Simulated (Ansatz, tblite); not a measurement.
# C₁₀H₃₀Si₄: a ladder of methods and basis sets

The task here is to estimate one member of a computed series from the others.

Computed with Ansatz 0.2.0, Gaussian basis. Level: as each input shows.

Plan: GFN1-xTB, GFN2-xTB, PBE-D4/def2-TZVP, r2SCAN-D4/def2-TZVP, PBE-D4/def2-SVP, PBE0-D4/def2-SVP.

1 further run of the same task is left out (set aside as unsound or not needed).

### The relaxed structure

The geometry is that of the singlet, from an earlier relaxation (PBE-D4/def2-SVP).

SMILES `C[Si](C)(C)[Si](C)(C)[Si](C)(C)[Si](C)(C)C`, 44 atoms, charge 0, spin multiplicity 1.

Bond lengths: C1–Si2 1.903 Å, C1–H15 1.109 Å, C1–H16 1.111 Å, C1–H17 1.109 Å, Si2–C3 1.902 Å, Si2–C4 1.902 Å, Si2–Si5 2.358 Å, C3–H18 1.111 Å, C3–H19 1.110 Å, C3–H20 1.109 Å, C4–H21 1.110 Å, C4–H22 1.109 Å, C4–H23 1.111 Å, Si5–C6 1.911 Å, Si5–C7 1.911 Å, Si5–Si8 2.357 Å, C6–H24 1.109 Å, C6–H25 1.110 Å and more. Angles: Si2–C1–H15 111.1°, Si2–C1–H16 110.9°, Si2–C1–H17 111.2°, H15–C1–H16 107.8°, H15–C1–H17 107.8°, H16–C1–H17 107.9°, C1–Si2–C3 109.0°, C1–Si2–C4 108.9°, C1–Si2–Si5 109.2°, C3–Si2–C4 109.3°, C3–Si2–Si5 110.4°, C4–Si2–Si5 110.0°, Si2–C3–H18 111.0°, Si2–C3–H19 111.3°, Si2–C3–H20 111.1°, H18–C3–H19 107.8°, H18–C3–H20 107.8°, H19–C3–H20 107.8° and more.

PBE0-D4/def2-TZVP was run before; its log isn't repeated, and its numbers join the tables.

Set-up of the first run:

Tight binding, by tblite at 300 K electronic temperature and without a spin-polarisation term:

```python
tblite.interface.Calculator('GFN1-xTB', numbers, positions, charge=0, uhf=0).singlepoint()
```

Tight binding, by tblite at 300 K electronic temperature and without a spin-polarisation term:

```python
tblite.interface.Calculator('GFN2-xTB', numbers, positions, charge=0, uhf=0).singlepoint()
```

start.molden holds the orbitals of an earlier run on this state, given as this run's starting guess.

Contents of in.yaml:

```yaml
crystal:
  periodic: [false, false, false]
  atoms:
    - {symbol: C, position_ang: [4.215958, 0.250141, -1.447746]}
    - {symbol: Si, position_ang: [2.957189, 0.309699, -0.022136]}
    - {symbol: C, position_ang: [3.358034, -1.076358, 1.217586]}
    - {symbol: C, position_ang: [3.095055, 1.993431, 0.850877]}
    - {symbol: Si, position_ang: [0.784774, 0.027926, -0.894648]}
    - {symbol: C, position_ang: [0.310460, 1.594512, -1.881855]}
    - {symbol: C, position_ang: [0.778853, -1.477672, -2.072220]}
    - {symbol: Si, position_ang: [-0.765010, -0.357690, 0.839300]}
    - {symbol: C, position_ang: [-0.456811, 0.843821, 2.293633]}
    - {symbol: C, position_ang: [-0.560851, -2.154129, 1.459508]}
    - {symbol: Si, position_ang: [-2.972119, -0.061498, 0.064087]}
    - {symbol: C, position_ang: [-3.232661, -1.004774, -1.567202]}
    - {symbol: C, position_ang: [-4.187429, -0.728456, 1.367409]}
    - {symbol: C, position_ang: [-3.322241, 1.786584, -0.215343]}
    - {symbol: H, position_ang: [4.013297, 1.046062, -2.193662]}
    - {symbol: H, position_ang: [5.250244, 0.394625, -1.068802]}
    - {symbol: H, position_ang: [4.179010, -0.725687, -1.974003]}
    - {symbol: H, position_ang: [4.401182, -0.988693, 1.588722]}
    - {symbol: H, position_ang: [3.246502, -2.077449, 0.752231]}
    - {symbol: H, position_ang: [2.680991, -1.033939, 2.095469]}
    - {symbol: H, position_ang: [2.877763, 2.824137, 0.148175]}
    - {symbol: H, position_ang: [2.380997, 2.069574, 1.695922]}
    - {symbol: H, position_ang: [4.118921, 2.148206, 1.252731]}
    - {symbol: H, position_ang: [0.237945, 2.478865, -1.216352]}
    - {symbol: H, position_ang: [1.066782, 1.816856, -2.663535]}
    - {symbol: H, position_ang: [-0.670388, 1.465036, -2.385128]}
    - {symbol: H, position_ang: [1.490767, -1.326209, -2.910385]}
    - {symbol: H, position_ang: [-0.229552, -1.646342, -2.503832]}
    - {symbol: H, position_ang: [1.077270, -2.400817, -1.534632]}
    - {symbol: H, position_ang: [-0.500555, 1.899273, 1.955483]}
    - {symbol: H, position_ang: [0.542061, 0.671763, 2.746145]}
    - {symbol: H, position_ang: [-1.218472, 0.708836, 3.089953]}
    - {symbol: H, position_ang: [0.468914, -2.336573, 1.830882]}
    - {symbol: H, position_ang: [-0.761477, -2.878688, 0.644026]}
    - {symbol: H, position_ang: [-1.268217, -2.368743, 2.287677]}
    - {symbol: H, position_ang: [-2.995940, -2.082599, -1.451324]}
    - {symbol: H, position_ang: [-2.582486, -0.599910, -2.369838]}
    - {symbol: H, position_ang: [-4.285963, -0.923361, -1.909998]}
    - {symbol: H, position_ang: [-5.238638, -0.590958, 1.035333]}
    - {symbol: H, position_ang: [-4.026081, -1.810904, 1.548575]}
    - {symbol: H, position_ang: [-4.065250, -0.200260, 2.335415]}
    - {symbol: H, position_ang: [-2.639151, 2.216242, -0.975968]}
    - {symbol: H, position_ang: [-4.365091, 1.943533, -0.564018]}
    - {symbol: H, position_ang: [-3.188636, 2.362557, 0.723528]}
basis:
  gaussian: {orbitals: def2-TZVP, fitting: {mean_field: def2-universal-jkfit}, initial_orbitals: start.molden}
hamiltonian: {xc: pbe, dispersion: d4}
scf: {omitted_lower_state_checks: [starts]}
output: {forces: true, orbitals: {seedname: orbitals}}
```

Command:

```console
$ ansatz run in.yaml --threads 2 --pin off --events-out ev --progress --plain --max-ram 32768MiB --backend cuda --devices 0, --max-vram 18GiB
```

Among the steps run: PBE-D4/def2-TZVP; r2SCAN-D4/def2-TZVP; PBE-D4/def2-SVP; PBE0-D4/def2-SVP.

One table of the session follows, with a row left open; its other results are not shown here.

It belongs to the step «Binding energy». 

```
              level  binding an atom (eV)
    PBE-D4/def2-SVP                 3.994
   PBE-D4/def2-TZVP                 3.979
r2SCAN-D4/def2-TZVP                 3.944
   PBE0-D4/def2-SVP                     ?
  PBE0-D4/def2-TZVP                 3.949
```

Q: Estimate the row for PBE0-D4/def2-SVP from the others.

**Answer.** binding an atom (eV): 3.969. In the column «binding an atom (eV)» it lies between PBE0-D4/def2-TZVP (3.949) and PBE-D4/def2-TZVP (3.979).

Caveats from the session: Free atoms were run apart at each level; binding is atoms less cluster, divided by the number of atoms, without zero-point or spin-orbit terms.
